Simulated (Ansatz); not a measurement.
# C₂H₈FNSi: basis-set convergence

One table from this session's results is given with a row withheld; the runs are named, their logs left out.

Computed with Ansatz 0.2.0, Gaussian basis. Level: one geometry, several basis sets.

Levels to be run: PBE0-D4/def2-SVP; ωB97M-V/def2-SVP; PBE0-D4/def2-QZVPP; ωB97M-V/def2-QZVPP; the functionals' def2-TZVPP values are taken from earlier runs.

## The geometry

An earlier PBE0-D4 in a triple-zeta def2 set relaxation fixed the geometry.

SMILES `NCC[SiH2]F`, 13 atoms, charge 0, spin multiplicity 1.

Atoms are counted from 1 here; the program's logs count them from 0.

Bond lengths: N1–C2 1.455 Å, N1–H6 1.013 Å, N1–H7 1.013 Å, C2–C3 1.521 Å, C2–H8 1.095 Å, C2–H9 1.101 Å, C3–Si4 1.858 Å, C3–H10 1.097 Å, C3–H11 1.097 Å, Si4–F5 1.606 Å, Si4–H12 1.486 Å, Si4–H13 1.485 Å. Angles: C2–N1–H6 110.2°, C2–N1–H7 110.7°, H6–N1–H7 106.9°, N1–C2–C3 110.5°, N1–C2–H8 107.6°, N1–C2–H9 113.6°, C3–C2–H8 109.4°, C3–C2–H9 109.1°, H8–C2–H9 106.5°, C2–C3–Si4 114.8°, C2–C3–H10 110.2°, C2–C3–H11 109.3°, Si4–C3–H10 108.3°, Si4–C3–H11 107.7°, H10–C3–H11 106.1°, C3–Si4–F5 109.8°, C3–Si4–H12 111.3°, C3–Si4–H13 111.2° and more.

Set-up of the first run:

Contents of in.yaml:

```yaml
crystal:
  periodic: [false, false, false]
  atoms:
    - {symbol: N, position_ang: [-0.392935, 1.653258, 1.376537]}
    - {symbol: C, position_ang: [-0.507825, 0.803946, 0.200163]}
    - {symbol: C, position_ang: [0.447970, -0.375274, 0.298816]}
    - {symbol: Si, position_ang: [0.290391, -1.623243, -1.069206]}
    - {symbol: F, position_ang: [0.633818, -0.932024, -2.477628]}
    - {symbol: H, position_ang: [0.539589, 2.045731, 1.434442]}
    - {symbol: H, position_ang: [-1.036801, 2.432846, 1.318515]}
    - {symbol: H, position_ang: [-1.538052, 0.434658, 0.158192]}
    - {symbol: H, position_ang: [-0.328110, 1.335081, -0.747189]}
    - {symbol: H, position_ang: [1.486318, -0.021144, 0.323413]}
    - {symbol: H, position_ang: [0.281523, -0.898139, 1.249224]}
    - {symbol: H, position_ang: [-1.098102, -2.143197, -1.168173]}
    - {symbol: H, position_ang: [1.242416, -2.747201, -0.882404]}
basis:
  gaussian: {orbitals: def2-SVP}
hamiltonian: {xc: pbe0, dispersion: d4}
output: {orbitals: {seedname: orbitals}}
```

Started as:

```console
$ ansatz run in.yaml --threads 4 --pin off --events-out ev --progress --plain --max-ram 10444MiB
```

Among the steps run: PBE0-D4 in def2-SVP; ωB97M-V in def2-SVP; PBE0-D4 in def2-QZVPP; ωB97M-V in def2-QZVPP.

One of the session's tables, all rows but one given; the rest of the session is left out.

It belongs to the step «Functionals by basis». 

| functional | basis | HOMO (eV) | LUMO (eV) |
| --- | --- | --- | --- |
| PBE0-D4 | def2-SVP | ? | ? |
| PBE0-D4 | def2-TZVPP | -7.04 | 0.44 |
| PBE0-D4 | def2-QZVPP | -7.10 | 0.22 |
| ωB97M-V | def2-SVP | -9.17 | 2.97 |
| ωB97M-V | def2-TZVPP | -9.47 | 2.11 |
| ωB97M-V | def2-QZVPP | -9.52 | 1.58 |

**Question.** Estimate the row for PBE0-D4, def2-SVP.

As computed: HOMO (eV): -6.75; LUMO (eV): 1.04. In the column «HOMO (eV)» it is the highest.
